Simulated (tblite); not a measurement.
# C7H10O2Si: the cost of one run

The runs use tblite 0.8.0 and PySCF 2.14.0, with density-fitted response routines of our own; the level of theory stands in each step. All values are computed, except where a source is named. Atoms are numbered from 0 throughout.

**1. The molecule as given**

20 atoms, charge 0, multiplicity 1; geometry from: force field or distance geometry start.

Bonds of the start (Å): C0–C1 1.33, C1–C2 1.51, C1–C3 1.47, C3–C4 1.35, C4–C5 1.50, C5–O6 1.23, C4–Si7 1.84, Si7–C8 1.88, C8–O9 1.22, C0–H10 1.09, C0–H11 1.09, C2–H12 1.09, C2–H13 1.10, C2–H14 1.10, C3–H15 1.09, C5–H16 1.10, Si7–H17 1.49, Si7–H18 1.49, C8–H19 1.11.

**2. Geometry optimisation with GFN2-xTB**

What the job is given:

```
{"job": {"kind": "relax", "xc": "GFN2-xTB", "basis": "xTB"}, "charge": 0, "multiplicity": 1}
C     -3.122600    -0.009700    -0.225100
C     -1.828100    -0.304800    -0.130500
C     -1.398700    -1.749700    -0.249400
C     -0.867900     0.782500     0.095100
C      0.466500     0.816500     0.303500
C      1.003700     2.202300     0.494400
O      2.181600     2.447200     0.759200
Si     1.777000    -0.474400     0.387500
C      3.325000    -0.013800    -0.567300
O      3.445700    -0.402200    -1.716900
H     -3.882400    -0.778100    -0.397500
H     -3.513800     1.004500    -0.142300
H     -0.933000    -2.098600     0.674600
H     -0.734100    -1.879800    -1.110500
H     -2.268600    -2.398500    -0.424700
H     -1.388500     1.740600     0.127900
H      0.283400     3.031800     0.403300
H      2.096500    -0.708300     1.819900
H      1.283900    -1.803900    -0.069000
H      4.069300     0.607400    -0.035200
```

Run with:

```sh
> OMP_NUM_THREADS=1 python probes_run.py task.json out
```

One launch serves the whole session: the jobs run in the order shown.

Q: Estimate the wall time and peak memory of this first job on 1 thread of Arm Neoverse V1, shared host.

About 1.4 s, with a peak of 0.18 GiB.
